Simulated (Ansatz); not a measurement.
# NaLaMnMoO6 (P1) in Ansatz: relaxation of cell and atoms with PBE

Aim: the relaxation of cell and atoms of NaLaMnMoO6 with PBE.

Everything below comes from runs of Ansatz 0.2.0. Logs are shortened: lines on timing, memory, paths and dates and some standing lists are left out, and cuts for length are marked.

## (1) Starting point

The typed cell holds 10 atoms: a = 5.109 Å, b = 5.694 Å, c = 5.920 Å, α = 117.98°, β = 98.89°, γ = 92.48°.

The cell was built by a generator and needn't be a form met in nature.

## (2) Relaxation of cell and atoms, PBE, collinear spin, ferromagnetic start, target pressure 10 GPa, at which the enthalpy is minimised

The input, input.yaml:

```yaml
crystal:
  lattice:
    - [5.10934, -0.00669, 0.01056]
    - [-0.23945, 5.68925, 0.00703]
    - [-0.92899, -2.82542, 5.11884]
  atoms:
    - { symbol: Na, position: [0.40776, 0.38086, 0.07519] }
    - { symbol: La, position: [0.0369, 0.66325, 0.68598] }
    - { symbol: Mn, position: [0.44271, 0.04268, 0.40638], spin: 4.0 }
    - { symbol: Mo, position: [0.90251, 0.96387, 0.30442], spin: 1.0 }
    - { symbol: O, position: [0.73627, 0.69569, 0.99417] }
    - { symbol: O, position: [0.72288, 0.91846, 0.55299] }
    - { symbol: O, position: [0.70112, 0.27368, 0.37292] }
    - { symbol: O, position: [0.19224, 0.75325, 0.3666] }
    - { symbol: O, position: [0.17926, 0.03365, 0.11672] }
    - { symbol: O, position: [0.20034, 0.27462, 0.63197] }
hamiltonian:
  xc: pbe
  pseudopotentials: { kind: paw }
magnetization:
  spin_polarized: true
kpoints:
  mp_grid: { grid: [4, 4, 4] }
scf:
  occupations: { method: fermi_dirac, width: 0.05 }
output:
  forces: true
  stress: true
  eigenvalues: true
relax:
  f_tol: 0.01
  max_steps: 40
  cell: { stress_tol: 0.05, p_target: 10.0 }
```

Potentials or basis: Ansatz PAW.

The run is started by

```sh
> ansatz run input.yaml --threads 8 --pin off --max-ram 20480MiB --backend cpu --events-out ev --progress --plain --runs-dir out
```

Standard output:

```text
Warning: RAYON_NUM_THREADS=8 ignored (pool sized by the plan → 8); use --threads N
Engine: ansatz 0.2.0, x86_64-unknown-linux-gnu
Pseudopotentials: kind: paw
Pseudopotential: Na, paw, valence charge 9, recommended cutoff 420 eV (normal), Na.paw.azcp
Pseudopotential: La, paw, valence charge 11, recommended cutoff 420 eV (normal), La.paw.azcp
Pseudopotential: Mn, paw, valence charge 15, recommended cutoff 420 eV (normal), Mn.paw.azcp
Pseudopotential: Mo, paw, valence charge 14, recommended cutoff 420 eV (normal), Mo.paw.azcp
Pseudopotential: O, paw, valence charge 6, recommended cutoff 420 eV (normal), O.paw.azcp
Functional definition: PBE
  parameter kappa = 0.804
  parameter beta = 0.06672455060314922
  exchange = pbe_x(kappa = kappa, mu = beta*pi^2/3)
  correlation = pbe_c(beta = beta)
Crystal: 10 atoms, lattice volume = 148.952 Å³
Basis set: ecut = 420 eV, 2899 PW (Γ), exchange–correlation on 72×80×80 points (8 copies of the dense FFT grid, shifted against one another)
Bands: 55, of which v1, the nominal top of the filled ones, is band 43 counted from 1 (42 counted from 0)
Symmetry: 1 space group operations
Space group: P1 (ITA 1), of the structure as read, at distance tolerance 5.3e-5 Å
Magnetic group: BNS 1.1 (UNI 1), of the structure as read, at distance tolerance 5.3e-5 Å
k-points: 36 of 64 (time reversal used)
Non-local potential: Na, projectors of the file, l = 0: 3, l = 1: 2, l = 2: 1
Non-local potential: La, projectors of the file, l = 0: 3, l = 1: 2, l = 2: 2, l = 3: 3
Non-local potential: Mn, projectors of the file, l = 0: 3, l = 1: 2, l = 2: 3, l = 3: 1
Non-local potential: Mo, projectors of the file, l = 0: 3, l = 1: 2, l = 2: 2, l = 3: 1
Non-local potential: O, projectors of the file, l = 0: 2, l = 1: 2, l = 2: 1
PAW form: soft (Blöchl's): semilocal exchange-correlation on the pseudo side does not see the compensation charge
PAW one-centre angular grid: Na, 110 points (default); XC on 64 Gauss nodes
PAW one-centre angular grid: La, 590 points (default); XC on 64 Gauss nodes
PAW one-centre angular grid: Mn, 590 points (default); XC on 64 Gauss nodes
PAW one-centre angular grid: Mo, 590 points (default); XC on 64 Gauss nodes
PAW one-centre angular grid: O, 110 points (default); XC on 64 Gauss nodes
Initial density: superposition of atomic densities (chi_scale 0.1, normalization cell, long waves kept (reshape's long-wave potential 0.01 eV rms))
Starting moments: Σ|m| = 5 μB on 2 of 10 sites
Initial wavefunctions: pseudopotential atomic-orbital guess
Functional: x = pbe(κ = 0.804, μ = 0.2195149727645171), c = pbe(β = 0.06672455060314922)
SCF iter   1: F=—  HF=-20004.057050 eV  |F-HF|=—  |Δ(HF+E_count)|=         —  Δρ=7.38e-2 (↑7.38e-2 ↓4.53e-2)  dr2=3.36e1  dr2_m=4.70e-1  M=4.449 μB ∫|m|=4.570 μB  β_m=0.30  ethr=3.10e-3  ⟨swp⟩=6.1  Hψ=13501  notcnv=0
Mixer restart at iter 1: flushing history
preconditioner: auto → Kerker (q_TF=auto, 2.485 Å⁻¹)  [metal: Δε(μ)=0.008 eV  Ē_g=9.533 eV  σ=0.050 eV  W_gap=0.04  n_scr=32 (ndim 8)  ℏωp=23.4 eV  f_vac=0.036  D(μ)=5.83/eV (n_scr^D=50)]
spin=Collinear: Kerker preconditioning applied to the charge; magnetization (m = ρ↑ − ρ↓) channel mixes plain (no charge-response kernel on spin).
SCF iter   2: F=—  HF=-20004.278922 eV  |F-HF|=—  |Δ(HF+E_count)|=   2.22e-1  Δρ=3.63e-2 (↑3.63e-2 ↓3.09e-2)  dr2=1.10e1  dr2_m=2.08e-1  M=3.788 μB ∫|m|=4.057 μB  β_m=0.44  ethr=3.10e-3  ⟨swp⟩=3.2  Hψ=9440  notcnv=0
SCF iter   3: F=—  HF=-20003.182766 eV  |F-HF|=—  |Δ(HF+E_count)|=    1.10e0  Δρ=2.24e-2 (↑2.24e-2 ↓1.94e-2)  dr2=1.75e0  dr2_m=3.07e-1  M=3.107 μB ∫|m|=3.820 μB  β_m=0.68  ethr=3.10e-3  ⟨swp⟩=3.2  Hψ=8676  notcnv=0  defer=10
[... 320 lines left out ...]
SCF 18 converged in 8 iterations: F = -20002.640389 eV  dr2 = 1.96e-11
relax step  18: F+E_penalty+E_count = -20002.64038862 eV  Δ(F+E_penalty+E_count) = +2.493e-3 eV  max|allowed force component| = 5.229e-3 eV/Å  Δτ_max = 0.0000 Å  P = +9.961 GPa  Ω = 125.609 Å³  stress off target by 4.72e-2 GPa  SCF on the basis re-selected at this cell (its energy is not comparable with the rows above)  (8 SCF iters)
basis re-selected at this cell: Δ(F+E_penalty+E_count) = +2.493e-3 eV, ΔP = -0.024 GPa vs the last step (what re-selecting the basis moved, of the pressure what is left beyond the Pulay correction that the steps carried, after the strain that the cell walked since its last selection, with what the two solves' SCF thresholds leave and, on support functions, any second-order correction that the steps lacked; it is no measure of the basis error at this ecutwfc). This SCF's stress stands 4.72e-2 GPa from its target on what of the cell is left free (relax.cell.stress_tol is 5.00e-2 GPa) and its largest allowed force component is 5.23e-3 eV/Å (relax.f_tol is 1.00e-2 eV/Å): within both
SCF converged after 8 iterations
Magnetization: 3.0000 μB (44.0000 up, 41.0000 down)
Absolute magnetization: 3.5509 μB (∫|ρ↑−ρ↓|, with the PAW one-centre terms)
Spin contamination: 0.1236 ħ² per cell (⟨S²⟩ above its minimum at these occupations)
Per-site moments (μB) at R_I (Å): [(0.0009256429670043748, 0.9085460717685522), (0.009947023511377573, 0.9638192814052742), (2.4324551322587475, 0.768930829821508), (-0.10155100286394729, 0.7375273599049602), (0.018768162119502635, 0.7375273599049602), (0.03423773934987703, 0.768930829821508), (0.02029882792998122, 0.7792711669474943), (0.01177364208134635, 0.8007609476118026), (0.022709373956873443, 0.803099267240545), (0.1023608461774906, 0.7951346808571901)]
Free energy (F): -20002.640389 eV
Harris-Foulkes:  -20002.640389 eV  (|F-HF|=2.18e-11)
Internal energy: -20002.640384 eV  (E = F + TS)
E sigma→0 (E₀):  -20002.640387 eV
Entropy (-TS):   -0.000004 eV (-0.000 meV/atom)
Fermi energy:    10.875428 eV
--- Per-component energies (eV) ---
  E_band       = -688.711428
  E_kinetic    = 2115.161455
  E_local      = -7992.223176  (includes V_loc(G=0)·N_el)
  E_nonlocal   = 882.632797
  E_hartree    = 3101.400566
  E_xc         = -921.739530
  E_vxc        = -1141.711326  (∫ρ·V_xc dr)
  E_paw        = -11127.133341  (= ΣΔE_a)
  E_vpaw       = -755.386965  (= ΣTr[D̂ρ^β])
  E_aug_tail   = 0.014582  (compensation charges beyond the density's cutoff)
  E_ewald      = -6060.753737
  E_smearing   = -0.000004  (= −TS)
  E_closure    = -0.000000  (closes the sum)
  Σ components = -20002.640389   (vs F -20002.640389, Δ=0.00e0)
--- Forces (eV/Å), atoms counted from 1 ---
  atom   1  Na     0.00026038     0.00039989    -0.00059359
  atom   2  La    -0.00251961     0.00290472    -0.00252890
  atom   3  Mn    -0.00262918    -0.00522919     0.00245877
  atom   4  Mo     0.00483626     0.00211618    -0.00352222
  atom   5  O      0.00065666    -0.00002827     0.00069461
  atom   6  O     -0.00012874    -0.00063223    -0.00014902
  atom   7  O      0.00395273     0.00072618     0.00351066
  atom   8  O     -0.00137868     0.00251224    -0.00101995
  atom   9  O     -0.00456461    -0.00021415    -0.00001322
  atom  10  O      0.00151453    -0.00255583     0.00116191
  max |Σ_I F_I| component: 9.61e-7 eV/Å
--- Stress (GPa, compression-positive) ---
        9.966282      -0.000247      -0.004790
       -0.000247       9.953786       0.003206
       -0.004790       0.003206       9.964025
  P = ⅓ Tr σ = 9.9614 GPa (99.614 kbar)
--- Band table (eV; the first three rows and the last of 72) ---
  k-point 0 ↑: bands = ["-70.8912", "-52.0367", "-40.2009", "-39.8465", "-39.6396", "-39.4577", "-26.6068", "-26.0952", "-26.0621", "-21.2415", "-12.2104", "-12.1626", "-12.1488", "-9.0389", "-8.5648", "-8.3237", "-7.9442", "-7.9014", "-7.5449", "-4.8170", "-4.6726", "-4.4687", "3.5806", "3.8902", "4.3168", "4.4672", "4.5966", "4.8703", "5.4320", "5.6566", "5.9471", "6.0606", "6.3016", "6.5737", "6.7502", "7.0562", "7.3732", "7.4701", "7.7948", "8.0024", "8.7684", "9.2197", "9.5741", "9.9723", "11.5590", "11.8169", "12.4660", "12.8466", "13.6078", "13.6866", "13.7269", "13.7570", "13.7854", "13.8277", "13.9058"]
  k-point 1 ↑: bands = ["-70.8912", "-52.0367", "-40.2009", "-39.8465", "-39.6396", "-39.4577", "-26.6076", "-26.0951", "-26.0623", "-21.2380", "-12.2112", "-12.1641", "-12.1486", "-9.1895", "-8.4499", "-8.3130", "-7.9795", "-7.9208", "-7.5226", "-4.8117", "-4.5395", "-4.4146", "3.5661", "3.8006", "4.1173", "4.3644", "4.6763", "4.9369", "5.3229", "5.6186", "5.9665", "6.0914", "6.2440", "6.6476", "6.6943", "7.0447", "7.3312", "7.5091", "7.6841", "8.1387", "8.7195", "9.2321", "9.4814", "9.9721", "11.5347", "11.8620", "12.4373", "12.7583", "13.6035", "13.6725", "13.7204", "13.7664", "13.7742", "13.8434", "13.9071"]
  k-point 2 ↑: bands = ["-70.8912", "-52.0367", "-40.2009", "-39.8465", "-39.6396", "-39.4577", "-26.6083", "-26.0951", "-26.0625", "-21.2345", "-12.2120", "-12.1657", "-12.1484", "-9.3010", "-8.3660", "-8.2708", "-8.0964", "-7.9055", "-7.4908", "-4.8118", "-4.3959", "-4.3625", "3.4796", "3.7218", "4.0597", "4.2634", "4.5446", "5.1215", "5.2348", "5.7448", "5.8851", "5.9989", "6.3199", "6.6071", "6.7970", "6.9104", "7.1256", "7.5302", "7.8312", "8.1977", "8.7169", "9.2237", "9.3949", "9.9562", "11.5050", "11.9005", "12.4263", "12.6482", "13.6070", "13.6673", "13.7054", "13.7334", "13.7764", "13.8895", "13.9007"]
  k-point 35 ↓: bands = ["-67.7432", "-52.1707", "-40.2000", "-36.8985", "-36.7463", "-36.0891", "-26.6533", "-26.3147", "-26.2462", "-21.2185", "-12.2138", "-12.1609", "-12.1500", "-8.8231", "-8.6101", "-8.3510", "-8.1541", "-7.9071", "-7.4410", "-4.5770", "-4.5040", "-4.0591", "4.0117", "4.0270", "4.2962", "4.9242", "5.0803", "5.2238", "5.4257", "5.5628", "5.6959", "6.0104", "6.5272", "6.5887", "6.8754", "7.1264", "7.5164", "7.7930", "7.8979", "8.1008", "10.3681", "11.5234", "11.7072", "11.8350", "12.0188", "12.2825", "13.1275", "13.3026", "13.6455", "13.7029", "13.7251", "13.8130", "13.8328", "13.8828", "13.9103"]
--- Relaxed structure (16 steps of the walk, 14 accepted, 2 SCFs on fresh bases) ---
  F+E_penalty+E_count = -20002.64038862 eV   max|allowed force component| = 5.229e-3 eV/Å   (the final SCF, on the basis selected at the relaxed cell)
  cell:  # Å, volume = 125.6085 Å³
    - [4.876595038563074, -0.041889138036090796, -0.09795242420438098]
    - [-0.26841499198890245, 5.363817272380384, 0.056849112016030275]
    - [-0.9749847393655507, -2.6157883768887165, 4.798532233851]
  atoms:
    - { symbol: Na, position: [0.4601473629818914, 0.40096177891366513, 0.09692979175740185] }
    - { symbol: La, position: [0.11051688365532518, 0.67350569847345, 0.7040043514390494] }
    - { symbol: Mn, position: [0.4359518132365605, 0.046980181146161926, 0.4189778932222619] }
    - { symbol: Mo, position: [0.8771334032736793, 0.955866316873258, 0.2858760494054016] }
    - { symbol: O, position: [0.6792377015403547, 0.7062726897065574, 0.9429220056814206] }
    - { symbol: O, position: [0.7134306334424962, 0.8797894684651923, 0.5442897057451566] }
    - { symbol: O, position: [0.7114309418446142, 0.3001053875459465, 0.4060690987080073] }
    - { symbol: O, position: [0.16620259138389792, 0.7090362728213042, 0.30017068409517017] }
    - { symbol: O, position: [0.16528481606430928, 0.08969788836315841, 0.13927099855477693] }
    - { symbol: O, position: [0.2026538525768714, 0.23779431769130543, 0.6688294213913538] }
```

Run time: 5.1 min. Hardware: 8 threads of Intel Xeon Platinum 8175M at 2.50GHz (Skylake/Cascade Lake), shared host; peak memory 1.1 GiB.

Results:

```yaml
Free_energy: -20002.6404 eV
Relaxed_volume: 12.56 Å³/atom
Relaxed_cell: a = 4.878 Å, b = 5.371 Å, c = 5.551 Å, α = 116.91°, β = 100.89°, γ = 93.37°
Space_group_after_relaxing_to_0.05_Å: P1 (No. 1)
Energy_change_on_relaxing_the_enthalpy_is_what_falls: +62.5 meV/atom
Ionic_steps: 16
Pressure_after_relaxing: 10.0 GPa
Largest_force_after_relaxing: 0.006 eV/Å
Band_gap_on_the_k_mesh: 1.07 eV, indirect (least direct gap 1.16 eV)
Net_moment: 3.00 μB per cell
Absolute_moment: 3.55 μB per cell
Site_moments: Na +0.00; La +0.01; Mn +2.43; Mo -0.10; O +0.02, +0.03, +0.01, +0.10 μB
```

Forces in eV/Å, atoms in the order of the input:
```
Na   0.000  0.000 -0.001
La  -0.003  0.003 -0.003
Mn  -0.003 -0.005  0.002
Mo   0.005  0.002 -0.004
O    0.001  0.000  0.001
O    0.000 -0.001  0.000
O    0.004  0.001  0.004
O   -0.001  0.003 -0.001
O   -0.005  0.000  0.000
O    0.002 -0.003  0.001
```

Step by step:
```
step  energy change (eV)  largest force (eV/Å)  volume (Å³)
   1              0.0000                0.0037       148.95
   2              0.6591                1.2766       131.91
   3              0.3045                0.4752       134.24
   4              0.3897                0.3392       130.63
   5              0.6215                0.4467       125.81
   6              0.5641                0.1727       126.19
   7              0.5727                0.1494       125.99
   8              0.5520                0.0918       126.31
   9              0.5538                0.0236       126.27
  10              0.5521                0.0119       126.30
  11              0.5834                0.0120       126.30
  12              0.6080                0.0728       125.87
  13              0.6253                0.0332       125.57
  14              0.6217                0.0129       125.63
  15              0.6227                0.0064       125.61
  16              0.6252                0.0063       125.61
```

Final structure:
```yaml
crystal:
  lattice:
    - [4.87660, -0.04189, -0.09795]
    - [-0.26841, 5.36382, 0.05685]
    - [-0.97498, -2.61579, 4.79853]
  atoms:
    - { symbol: Na, position: [0.46015, 0.40096, 0.09693] }
    - { symbol: La, position: [0.11052, 0.67351, 0.70400] }
    - { symbol: Mn, position: [0.43595, 0.04698, 0.41898] }
    - { symbol: Mo, position: [0.87713, 0.95587, 0.28588] }
    - { symbol: O, position: [0.67924, 0.70627, 0.94292] }
    - { symbol: O, position: [0.71343, 0.87979, 0.54429] }
    - { symbol: O, position: [0.71143, 0.30011, 0.40607] }
    - { symbol: O, position: [0.16620, 0.70904, 0.30017] }
    - { symbol: O, position: [0.16528, 0.08970, 0.13927] }
    - { symbol: O, position: [0.20265, 0.23779, 0.66883] }
```

Levels at points of the mesh, in eV from the valence-band top:
Spin up:
```csv
k point,band 42,band 43,band 44,band 45,band 46,band 47
"(0.00, 0.00, 0.00)",-1.15,-0.79,-0.40,1.19,1.45,2.10
"(0.00, 0.00, -0.50)",-1.14,-0.97,-0.41,1.14,1.53,2.06
"(0.00, -0.50, 0.00)",-1.13,-0.92,-0.38,1.27,1.60,1.97
"(0.00, -0.50, -0.50)",-1.13,-1.08,-0.33,1.16,1.42,2.09
"(-0.50, 0.00, 0.00)",-1.08,-1.00,-0.26,1.41,1.55,1.75
"(-0.50, 0.00, -0.50)",-1.01,-0.90,-0.33,1.45,1.48,1.81
"(-0.50, -0.50, 0.00)",-1.00,-0.95,-0.25,1.29,1.60,1.67
"(-0.50, -0.50, -0.50)",-0.98,-0.85,-0.21,1.27,1.42,1.67
```
Spin down:
```csv
k point,band 39,band 40,band 41,band 42,band 43,band 44
"(0.00, 0.00, 0.00)",-2.24,-2.22,-0.36,1.07,1.41,1.43
"(0.00, 0.00, -0.50)",-2.36,-1.94,-0.44,1.12,1.40,1.53
"(0.00, -0.50, 0.00)",-2.50,-1.98,-0.42,1.14,1.46,1.51
"(0.00, -0.50, -0.50)",-2.38,-2.14,-0.35,1.10,1.40,1.55
"(-0.50, 0.00, 0.00)",-2.30,-2.15,-0.11,1.10,1.43,1.51
"(-0.50, 0.00, -0.50)",-2.25,-1.99,-0.15,1.28,1.35,1.65
"(-0.50, -0.50, 0.00)",-2.34,-2.11,-0.05,1.25,1.37,1.53
"(-0.50, -0.50, -0.50)",-2.47,-2.27,0.00,1.16,1.34,1.47
```

Caveat: the volume moved by over 15 % at a fixed basis, so the end points are rough; the plane-wave basis is chosen anew once the cell has moved, so the energies of steps on either side of that aren't comparable; the pressure holds a Pulay correction of +0.6 GPa for the finite cutoff; spin-orbit coupling is left out, which moves the levels of the heavy elements; a cell with one magnetic atom can't hold antiferromagnetic order, which such compounds often take; the starting moments weren't kept.
